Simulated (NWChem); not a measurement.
# InHCl2 (SMILES [Cl][InH][Cl]) at BP86/def2-SVP (core potential), part 2 of 2

NWChem 7.3.0. Earlier steps stand in the parts before.

**3. The doublet cation, same level**

The input, cl2hin.nw:

```
start cl2hin
title "Cl2HIn energy"
memory stack 880 mb heap 220 mb global 1100 mb
charge 1

geometry units au noautosym nocenter noautoz
Cl -3.41530203  1.33943788 -1.87574215
In  0.28289200  0.24982179  0.18065782
Cl  1.01667266 -4.05535226  0.03741658
H   2.22080614  2.35195313  1.61930632
end

basis spherical bse
* library def2-SVP
end

ecp bse
In library def2-SVP
end

dft
xc becke88 perdew86
mult 2
grid fine
convergence energy 1e-08
iterations 100
mulliken
noprint "final vectors analysis"
end

task dft
```

The run is started by

```console
$ nwchem cl2hin.nw > cl2hin.out
```

Output:

```text
Northwest Computational Chemistry Package (NWChem) 7.3.0
             --------------------------------------------------------

           Job information
           ---------------

    nwchem branch   = 7.3.0
    use scalapack   = T
    input           = cl2hin.nw
    prefix          = cl2hin.
    data base       = ./cl2hin.db
    status          = startup
    nproc           =        1

           Memory information
           ------------------

    heap     =     28835834 doubles =      220.0 Mbytes
    stack    =    115343359 doubles =      880.0 Mbytes
    global   =    144179200 doubles =     1100.0 Mbytes (distinct from heap & stack)
    total    =    288358393 doubles =     2200.0 Mbytes
    verify   = yes
    hardfail = no

           Directory information
           ---------------------

  0 permanent = .
  0 scratch   = .

                                NWChem Input Module
                                -------------------

                                   Cl2HIn energy
                                   -------------

                             Geometry "geometry" -> ""
                             -------------------------

 Output coordinates in a.u. (scale by  1.000000000 to convert to a.u.)

  No.       Tag          Charge          X              Y              Z
 ---- ---------------- ---------- -------------- -------------- --------------
    1 Cl                  17.0000    -3.41530203     1.33943788    -1.87574215
    2 In                  49.0000     0.28289200     0.24982179     0.18065782
    3 Cl                  17.0000     1.01667266    -4.05535226     0.03741658
    4 H                    1.0000     2.22080614     2.35195313     1.61930632

      Atomic Mass
      -----------

      Cl                34.968850
      In               114.904100
      H                  1.007825

 Effective nuclear repulsion energy (a.u.)     441.5727124995

            Nuclear Dipole moment (a.u.)
            ----------------------------
        X                 Y               Z
 ---------------- ---------------- ----------------
   -24.6941851500   -31.5773236200   -20.7799951900

            XYZ format geometry
            -------------------
     4
 geometry
 Cl                   -1.80730013     0.70880005    -0.99260007
 In                    0.14970001     0.13220001     0.09560001
 Cl                    0.53800004    -2.14600015     0.01980000
 H                     1.17520008     1.24460009     0.85690006

 ==============================================================================
                                internuclear distances
 ------------------------------------------------------------------------------
       center one      |      center two      | atomic units |       a.u.
 ------------------------------------------------------------------------------
    2 In               |   1 Cl               |     4.36952  |     4.36952
    3 Cl               |   2 In               |     4.36961  |     4.36961
    4 H                |   2 In               |     3.20065  |     3.20065
 ------------------------------------------------------------------------------
                         number of included internuclear distances:          3
 ==============================================================================

 ==============================================================================
                                 internuclear angles
 ------------------------------------------------------------------------------
        center 1       |       center 2       |       center 3       |  degrees
 ------------------------------------------------------------------------------
    1 Cl               |   2 In               |   3 Cl               |   111.86
    1 Cl               |   2 In               |   4 H                |   124.07
    3 Cl               |   2 In               |   4 H                |   124.07
 ------------------------------------------------------------------------------
                            number of included internuclear angles:          3
 ==============================================================================

 Summary of "ao basis" -> "" (spherical)
 ------------------------------------------------------------------------------
       Tag                 Description            Shells   Functions and Types
 ---------------- ------------------------------  ------  ---------------------
 *                          def2-SVP                  on all atoms

                 ECP       "ecp basis" -> "" (cartesian)
                -----
  [basis functions not shown]

                                 NWChem DFT Module
                                 -----------------

                                   Cl2HIn energy

                      Basis "ao basis" -> "ao basis" (spherical)
                      -----
  [basis functions not shown]

 Summary of "ao basis" -> "ao basis" (spherical)
 ------------------------------------------------------------------------------
       Tag                 Description            Shells   Functions and Types
 ---------------- ------------------------------  ------  ---------------------
 Cl                         def2-SVP                 8       18   4s3p1d
 In                         def2-SVP                10       26   4s4p2d
 H                          def2-SVP                 3        5   2s1p

 Summary of "ao basis" -> "ao basis" (spherical)
 ------------------------------------------------------------------------------
       Tag                 Description            Shells   Functions and Types
 ---------------- ------------------------------  ------  ---------------------
 Cl                         def2-SVP                 8       18   4s3p1d
 In                         def2-SVP                10       26   4s4p2d
 H                          def2-SVP                 3        5   2s1p

  Caching 1-el integrals
  itol2e modified to match energy
  convergence criterion.
  tol_rho modified to match energy
  convergence criterion.

            General Information
            -------------------
          SCF calculation type: DFT
          Wavefunction type:  spin polarized.
          No. of atoms     :     4
          No. of electrons :    55
           Alpha electrons :    28
            Beta electrons :    27
          Charge           :     1
          Spin multiplicity:     2
          Use of symmetry is: off; symmetry adaption is: off
          Maximum number of iterations: 100
          AO basis - number of functions:    67
                     number of shells:    29
          Convergence on energy requested:  1.00D-08
          Convergence on density requested:  1.00D-05
          Convergence on gradient requested:  5.00D-04

              XC Information
              --------------
                    Becke 1988 Exchange Functional  1.000
                Perdew 1981 Correlation Functional  1.000 local
                Perdew 1986 Correlation Functional  1.000 non-local

             Grid Information
             ----------------
          Grid used for XC integration:  fine
          Radial quadrature: Mura-Knowles
          Angular quadrature: Lebedev.
          Tag              B.-S. Rad. Rad. Pts. Rad. Cut. Ang. Pts.
          ---              ---------- --------- --------- ---------
          Cl                  1.00      123          10.0       770
          In                  1.55      141           8.0       974
          H                   0.35       60          10.0       590
          Grid pruning is: on
          Number of quadrature shells:   447
          Spatial weights used:  Erf1

          Convergence Information
          -----------------------
          Convergence aids based upon iterative change in
          total energy or number of iterations.
          Levelshifting, if invoked, occurs when the
          HOMO/LUMO gap drops below (HL_TOL):  1.00D-02
          DIIS, if invoked, will attempt to extrapolate
          using up to (NFOCK): 10 stored Fock matrices.

                    Damping( 0%)  Levelshifting(0.5)       DIIS
                  --------------- ------------------- ---------------
          dE  on:    start            ASAP                start
          dE off:    2 iters        100 iters           100 iters

      Screening Tolerance Information
      -------------------------------
          Density screening/tol_rho:  1.00D-11
          AO Gaussian exp screening on grid/accAOfunc:  18
          CD Gaussian exp screening on grid/accCDfunc:  20
          XC Gaussian exp screening on grid/accXCfunc:  20
          Schwarz screening/accCoul:  1.00D-09

      Superposition of Atomic Density Guess
      -------------------------------------

 Sum of atomic energies:       -1137.19661931

 Renormalizing density from      56.00 to     55

      Non-variational initial energy
      ------------------------------

 Total energy =   -1097.423673
 1-e energy   =   -1997.801613
 2-e energy   =     685.424208
 HOMO         =      -0.648486
 LUMO         =      -0.286424

   Time after variat. SCF:      0.4

     ---------------------------------------------
      Total Density - Mulliken Population Analysis
     ---------------------------------------------

    Atom       Charge   Shell Charges
 -----------   ------   -------------------------------------------------------
    1 Cl  17    17.43   2.00  2.00  1.35  0.60  5.96  2.42  3.10  0.01
    2 In  21    19.62  -0.60  2.60  0.80  0.19  2.77  3.23  0.47  0.08  9.80  0.29
    3 Cl  17    17.43   2.00  2.00  1.35  0.60  5.96  2.42  3.10  0.01
    4 H    1     0.51   0.32  0.18  0.01

     --------------------------------------------
      Spin Density - Mulliken Population Analysis
     --------------------------------------------

    Atom       Charge   Shell Charges
 -----------   ------   -------------------------------------------------------
    1 Cl  17     0.16   0.00  0.00  0.00 -0.00  0.00  0.08  0.08 -0.00
    2 In  21     0.33   0.00  0.00  0.11  0.06  0.01 -0.00  0.13  0.01  0.01  0.01
    3 Cl  17     0.16   0.00  0.00  0.00 -0.00  0.00  0.08  0.08 -0.00
    4 H    1     0.35   0.21  0.13  0.00
   Time prior to 1st pass:      0.4

 Grid_pts file          = ./cl2hin.gridpts.0
 Record size in doubles =  12289        No. of grid_pts per rec  =   3070
 Max. records in memory =    157        Max. recs in file   = *********

           Memory utilization after 1st SCF pass:
           Heap Space remaining (MW):        0.00                  46
          Stack Space remaining (MW):      115.34           115342628

   convergence    iter        energy       DeltaE   RMS-Dens  Diis-err    time
 ---------------- ----- ----------------- --------- --------- ---------  ------
 d= 0,ls=0.0,diis     1  -1110.4815938665 -1.33D+03  2.95D-02  4.36D-01     1.5
                                                     2.93D-02  4.31D-01
 d= 0,ls=0.5,diis     2  -1108.9686430525  1.51D+00  1.07D-02  2.45D+00     2.5
                                                     9.77D-03  2.17D+00
 d= 0,ls=0.5,diis     3  -1110.0557810313 -1.09D+00  7.06D-03  8.53D-01     3.5
                                                     5.89D-03  7.29D-01
 d= 0,ls=0.5,diis     4  -1110.4901127882 -4.34D-01  4.59D-03  2.75D-01     4.5
                                                     3.81D-03  2.30D-01
 d= 0,ls=0.5,diis     5  -1110.6540084602 -1.64D-01  2.66D-03  7.53D-02     5.5
                                                     2.13D-03  6.10D-02
 d= 0,ls=0.5,diis     6  -1110.7070439260 -5.30D-02  1.70D-03  2.29D-02     6.7
                                                     1.33D-03  1.81D-02
  Resetting Diis
 d= 0,ls=0.5,diis     7  -1110.7260238101 -1.90D-02  1.02D-03  7.42D-03     7.7
                                                     7.74D-04  5.81D-03
 d= 0,ls=0.5,diis     8  -1110.7324678999 -6.44D-03  1.09D-03  2.94D-03     8.9
                                                     9.51D-04  2.30D-03
 d= 0,ls=0.5,diis     9  -1110.7359526012 -3.48D-03  5.35D-04  7.89D-04    10.0
                                                     4.46D-04  6.56D-04
 d= 0,ls=0.5,diis    10  -1110.7367554888 -8.03D-04  2.61D-04  1.80D-04    11.1
                                                     2.29D-04  1.60D-04
 d= 0,ls=0.5,diis    11  -1110.7370169199 -2.61D-04  1.62D-04  5.71D-05    12.2
                                                     1.41D-04  4.59D-05
[... 80 lines of this table left out ...]
 d= 0,ls=0.5,diis    52  -1110.7372804815 -1.09D-08  8.10D-08  9.58D-09    56.8
                                                     1.37D-06  6.65D-09
 d= 0,ls=0.5,diis    53  -1110.7372804906 -9.13D-09  5.21D-08  7.31D-09    57.9
                                                     1.25D-06  5.44D-09

         Total DFT energy =    -1110.737280498035
      One electron energy =    -2021.128097714724
           Coulomb energy =      768.913875901975
    Exchange-Corr. energy =      -73.476789941618
 Nuclear repulsion energy =      214.953731256332

 Numeric. integr. density =       55.000000995711

     Total iterative time =     58.6s

     ---------------------------------------------
      Total Density - Mulliken Population Analysis
     ---------------------------------------------

    Atom       Charge   Shell Charges
 -----------   ------   -------------------------------------------------------
    1 Cl  17    16.86   2.00  1.98  1.34  0.64  5.93  2.11  2.85  0.01
    2 In  21    20.33  -0.60  2.60  1.06  0.10  2.78  3.23  0.92  0.10  9.62  0.52
    3 Cl  17    16.86   2.00  1.98  1.34  0.64  5.93  2.11  2.85  0.01
    4 H    1     0.94   0.64  0.30  0.01

     --------------------------------------------
      Spin Density - Mulliken Population Analysis
     --------------------------------------------

    Atom       Charge   Shell Charges
 -----------   ------   -------------------------------------------------------
    1 Cl  17     0.52   0.00 -0.00  0.00 -0.00  0.01  0.22  0.29  0.00
    2 In  21    -0.03  -0.00  0.00 -0.01 -0.00 -0.00  0.00 -0.02 -0.00  0.00 -0.00
    3 Cl  17     0.52   0.00 -0.00  0.00 -0.00  0.01  0.22  0.29  0.00
    4 H    1    -0.01  -0.00 -0.00 -0.00

     -------------------------------------------
      Total Density - Lowdin Population Analysis
     -------------------------------------------

    Atom       Charge   Shell Charges
 -----------   ------   -------------------------------------------------------
    1 Cl  17    16.65   2.00  1.96  1.09  0.76  5.81  2.20  2.81  0.02
    2 In  21    20.70   0.54  1.39  0.75  0.39  2.84  3.03  1.00  0.41  9.36  0.99
    3 Cl  17    16.65   2.00  1.96  1.09  0.76  5.81  2.20  2.81  0.02
    4 H    1     1.00   0.55  0.42  0.03

     ------------------------------------------
      Spin Density - Lowdin Population Analysis
     ------------------------------------------

    Atom       Charge   Shell Charges
 -----------   ------   -------------------------------------------------------
    1 Cl  17     0.51   0.00  0.00  0.00 -0.00  0.02  0.21  0.28  0.00
    2 In  21    -0.01  -0.00 -0.00 -0.00 -0.00 -0.00  0.00 -0.02 -0.00  0.01  0.00
    3 Cl  17     0.51   0.00  0.00  0.00 -0.00  0.02  0.21  0.28  0.00
    4 H    1    -0.00  -0.00 -0.00  0.00

   alpha - beta orbital overlaps
   -----------------------------

   alpha      1      2      3      4      5      6      7      8      9     10
    beta      1      2      3      4      5      6      7      8      9     10
 overlap   1.000  1.000  1.000  1.000  0.860  0.859  0.860  0.860  1.000  1.000

   alpha     11     12     13     14     15     16     17     18     19     20
    beta     11     12     13     14     15     16     17     18     19     20
 overlap   1.000  1.000  1.000  1.000  0.994  0.992  1.000  1.000  1.000  0.992

   alpha     21     22     23     24     25     26     27     28     29     30
    beta     21     22     23     24     28     25     26     27     29     30
 overlap   0.994  0.998  0.999  0.954  0.999  1.000  1.000  0.957  0.999  1.000

   alpha     31     32     33     34     35     36     37     38     39     40
    beta     31     32     33     34     35     36     37     38     39     41
 overlap   1.000  1.000  1.000  1.000  1.000  1.000  1.000  1.000  0.997  0.999

   alpha     41     42     43     44     45     46     47     48     49     50
    beta     40     42     43     44     45     46     47     49     48     50
 overlap   0.997  0.999  0.997  0.995  0.984  1.000  0.962  0.995  0.981  0.962

   alpha     51     52     53     54     55     56     57     58     59     60
    beta     51     52     53     54     55     56     57     58     59     60
 overlap   0.990  1.000  0.991  0.996  0.998  1.000  1.000  0.999  1.000  1.000

   alpha     61     62     63     64     65     66     67
    beta     61     62     63     64     65     66     67
 overlap   1.000  1.000  1.000  1.000  1.000  1.000  1.000

     --------------------------
     Expectation value of S2:
     --------------------------
      <S2> =      0.7522 (Exact =     0.7500)

 center of mass
 --------------
 x =  -0.26437329 y =  -0.34380751 z =  -0.22541789

 moments of inertia (a.u.)
 ------------------
         748.641987585995         307.651198477773        -223.769644534997
         307.651198477773         565.240693046787          98.542420714535
        -223.769644534997          98.542420714535        1073.816948867670

     Multipole analysis of the density
     ---------------------------------

     L   x y z        total         alpha         beta         nuclear
     -   - - -        -----         -----         ----         -------
     0   0 0 0      1.000000    -28.000000    -27.000000     56.000000

     1   1 0 0     -0.119851     16.849412     15.645897    -32.615161
     1   0 1 0     -0.187363     19.874035     18.510936    -38.572334
     1   0 0 1     -0.118307     13.321234     12.398873    -25.838414

     2   2 0 0    -29.220815   -129.705646   -121.992226    222.477057
     2   1 1 0     -1.788552     72.037820     67.324633   -141.151005
     2   1 0 1      1.239699    -58.293147    -54.689087    114.221934
     2   0 2 0    -28.169209   -177.928831   -167.162279    316.921901
     2   0 1 1     -0.585326     20.681466     19.267915    -40.534707
     2   0 0 2    -31.040000    -48.400930    -45.783352     63.144282

 Task  times  cpu:       59.0s     wall:       59.0s
 Total times  cpu:       59.0s     wall:       59.0s
```

It took 60 s on 1 thread of Intel Xeon Platinum 8488C (Sapphire Rapids), shared host; peak memory 0.11 GiB.

**4. Outcome**

The summary covers parts 1 to 2.

At BP86/def2-SVP (core potential):

| quantity | value |
| --- | --- |
| singlet InHCl2: total energy | -1111.13017 Eh |
| singlet InHCl2: dipole moment | 2.28 D |
| doublet cation: total energy | -1110.73728 Eh |
| doublet cation: ⟨S²⟩ | 0.752 |
| vertical ionisation energy (to the doublet cation) | 10.691 eV |

What this shows: The vertical ionisation energy comes to 10.69 eV (247 kcal/mol). Mulliken charges (doublet cation) run from +0.06 on H4 to +0.67 on In2; they depend strongly on the basis.
